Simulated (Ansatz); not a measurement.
**C₂H₆OSSi: a ladder of functionals and wavefunction methods**

The task here is to estimate one member of a computed series from the others.

Method: functionals in def2-TZVPP, the program's frozen cores in correlated methods; program: Ansatz 0.2.0, Gaussian basis.

Levels to be run: LDA (SPW92), PBE-D4, revPBE-D4, BLYP-D4, r2SCAN-D4, B97M-V, PBE0-D4, B3LYP-D4, r2SCANh-D4, r2SCAN0-D4, HSE06-D4, BHLYP-D4, CAM-B3LYP-D4, LC-ωPBE, ωB97X-V, ωB97M-V, B2PLYP, PBE-QIDH; CCSD(T)/def2-SVP; CCSD(T)/def2-TZVPP; MP2/def2-QZVPP; extrapolation to the limit; RPA on PBE.

## Structure used throughout

The geometry comes from an earlier relaxation with PBE0-D4 in a triple-zeta def2 set; it is a stationary point, not always the lowest conformer.

SMILES `SC1OC[SiH2]1`, 11 atoms, charge 0, spin multiplicity 1.

Atoms are counted from 1 here; the program's logs count them from 0.

Bond lengths: S1–C2 1.805 Å, S1–H6 1.345 Å, C2–O3 1.432 Å, C2–Si5 1.902 Å, C2–H7 1.090 Å, O3–C4 1.447 Å, C4–Si5 1.891 Å, C4–H8 1.091 Å, C4–H9 1.095 Å, Si5–H10 1.486 Å, Si5–H11 1.486 Å. Angles: C2–S1–H6 97.3°, S1–C2–O3 114.9°, S1–C2–Si5 111.8°, S1–C2–H7 109.6°, O3–C2–Si5 89.4°, O3–C2–H7 109.4°, Si5–C2–H7 120.5°, C2–O3–C4 103.9°, O3–C4–Si5 89.4°, O3–C4–H8 110.0°, O3–C4–H9 111.1°, Si5–C4–H8 119.7°, Si5–C4–H9 115.6°, H8–C4–H9 109.3°, C2–Si5–C4 73.4°, C2–Si5–H10 114.4°, C2–Si5–H11 119.0°, C4–Si5–H10 115.4° and more.

Set-up of the first run:

Contents of in.yaml:

```yaml
crystal:
  periodic: [false, false, false]
  atoms:
    - {symbol: S, position_ang: [-0.195094, 2.210253, 0.266003]}
    - {symbol: C, position_ang: [-0.496797, 0.612561, -0.517859]}
    - {symbol: O, position_ang: [-1.144562, -0.355494, 0.315386]}
    - {symbol: C, position_ang: [-0.055031, -1.156155, 0.830090]}
    - {symbol: Si, position_ang: [1.064639, -0.472918, -0.531707]}
    - {symbol: H, position_ang: [-1.477567, 2.608259, 0.344533]}
    - {symbol: H, position_ang: [-1.079481, 0.756095, -1.427344]}
    - {symbol: H, position_ang: [-0.332757, -2.211048, 0.823303]}
    - {symbol: H, position_ang: [0.204299, -0.857682, 1.851094]}
    - {symbol: H, position_ang: [1.202763, -1.334892, -1.733941]}
    - {symbol: H, position_ang: [2.374988, 0.144019, -0.198856]}
basis:
  gaussian: {orbitals: def2-TZVPP}
hamiltonian: {xc: lda}
output: {orbitals: {seedname: orbitals}}
```

Among the steps run: LDA; PBE-D4 (GGA); revPBE-D4 (GGA); BLYP-D4 (GGA); r2SCAN-D4 (meta-GGA); B97M-V (meta-GGA); PBE0-D4 (hybrid); B3LYP-D4 (hybrid); r2SCANh-D4 (hybrid); r2SCAN0-D4 (hybrid); HSE06-D4 (hybrid); BHLYP-D4 (hybrid); CAM-B3LYP-D4 (range-separated); LC-ωPBE (range-separated); ωB97X-V (range-separated); ωB97M-V (range-separated); B2PLYP (double hybrid); PBE-QIDH (double hybrid).

One table of the session follows, with a row left open; its other results are not shown here.

It belongs to the step «Orbital energies across the functionals». 

| functional | HOMO (eV) | gap (eV) |
| --- | --- | --- |
| LDA (SPW92) | -5.97 | 4.56 |
| PBE-D4 | -5.83 | 4.64 |
| revPBE-D4 | -5.77 | 4.68 |
| BLYP-D4 | -5.67 | 4.60 |
| r2SCAN-D4 | -6.10 | 5.24 |
| B97M-V | -6.23 | 5.20 |
| PBE0-D4 | -7.11 | 6.77 |
| B3LYP-D4 | -6.86 | 6.28 |
| r2SCANh-D4 | -6.58 | 6.01 |
| r2SCAN0-D4 | -7.28 | 7.14 |
| HSE06-D4 | -6.70 | 5.99 |
| BHLYP-D4 | -8.22 | 8.70 |
| CAM-B3LYP-D4 | -8.46 | 9.08 |
| LC-ωPBE | ? | ? |
| ωB97X-V | -9.51 | 11.15 |
| ωB97M-V | -9.36 | 10.67 |

Estimate the missing values for LC-ωPBE.

The run gave: HOMO (eV): -9.88; gap (eV): 11.67. In the column «HOMO (eV)» it is the lowest.
